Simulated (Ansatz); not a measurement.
# GeNP: the cost of one run

Method: cc-pVTZ, core rule «outside noble gas», up to 20 orbitals frozen; program: Ansatz 0.2.0, Gaussian basis.

The runs, in order: UHF; CCSD(T) on RHF; CCSD(T) on UHF; BCCD(T) on RHF; CCSDT(Q) on RHF.

4 further runs of the same task are left out: 1 for a known fault of the program, 3 set aside as unsound or not needed.

## 1. The geometry

The geometry is a PBE0/def2-TZVP stationary point (not a proven minimum). No spin-orbit coupling is included. The filled d shell of Ge may be among the frozen orbitals whatever the setting's name suggests; the logs give the count.

3 atoms, charge 0, spin multiplicity 1.

Atoms are counted from 1 here; the program's logs count them from 0.

Bond lengths: Ge1–P2 2.256 Å, P2–N3 1.507 Å. Angles: Ge1–P2–N3 180.0°.

## 2. UHF

in.yaml reads:

```yaml
crystal:
  periodic: [false, false, false]
  atoms:
    - {symbol: Ge, position_ang: [0.000000, 0.000000, 2.006400]}
    - {symbol: P, position_ang: [0.000000, 0.000000, -0.249628]}
    - {symbol: N, position_ang: [0.000000, 0.000000, -1.756772]}
basis:
  gaussian: {orbitals: cc-pVTZ}
magnetization: {spin_polarized: true, initial_magnetization: 0}
hamiltonian: {xc: hf}
output: {orbitals: {seedname: orbitals}}
```

Launch:

```
$ ansatz run in.yaml --threads 1 --pin off --events-out ev --progress --plain --max-ram 2560MiB --backend cpu
```

What time and memory should one allow on 1 thread of AMD EPYC 7R13, shared host?

About 23 s, with a peak of 0.31 GiB.
